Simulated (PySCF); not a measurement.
# C7H10GaN: the cost of one run

The runs use PySCF 2.14.0, with density-fitted response routines of our own; the level of theory stands in each step. All values are computed, except where a source is named. Atoms count from 0, in the outputs and in this text.

## Step 1: Starting geometry

19 atoms, charge 0, multiplicity 1; geometry from: UFF. The atoms were then displaced at random by about 0.03 Å, so the start is not that level's minimum.

Bonds of the start (Å): C0–C1 1.42, C1–C2 1.52, C2–C3 1.33, C3–C4 1.51, C4–N5 1.40, N5–Ga6 1.89, N5–C7 1.38, C7–C8 1.34, C8–C2 1.44, C0–H9 1.03, C0–H10 1.03, C1–H11 1.12, C3–H12 1.00, C4–H13 1.05, Ga6–H14 1.62, Ga6–H15 1.65, Ga6–H16 1.58, C7–H17 1.15, C8–H18 1.03.

## Step 2: Relaxing the molecule at PBE0-D3(BJ)/def2-SVP

Job settings and geometry (Å):

```
{"job": {"xc": "PBE0", "basis": "def2-SVP", "d3": "d3bj", "grid": 1, "shake": 0.03, "kind": "geom"}, "charge": 0, "multiplicity": 1}
C      3.610690    -0.035340    -0.657230
C      2.597650     0.775520    -0.088020
C      1.124740     0.398450     0.004330
C      0.702700    -0.599380    -0.766350
C     -0.760930    -0.928390    -0.634520
N     -1.522860    -0.216950     0.296200
Ga    -3.351180    -0.650040     0.466530
C     -0.931970     0.784390     1.044390
C      0.366760     1.117460     0.994500
H      3.326160    -0.931100    -1.074070
H      4.547060     0.381540    -0.670710
H      2.949190     1.723870     0.391870
H      1.085660    -1.118250    -1.526750
H     -1.243470    -1.676670    -1.194990
H     -4.230900     0.233450    -0.564140
H     -3.869980    -0.300350     1.992810
H     -3.612550    -2.166940     0.121200
H     -1.623330     1.329940     1.781330
H      0.773800     1.872230     1.556500
```

On the command line:

```console
$ OMP_NUM_THREADS=1 python probes_run.py task.json out
```

The driver reads the jobs from task.json and runs them one after another.

**Question.** How long does this first job take on 1 thread of Arm Neoverse V2, shared host, and how much memory does it need?

About 6.6 min, with a peak of 0.94 GiB.
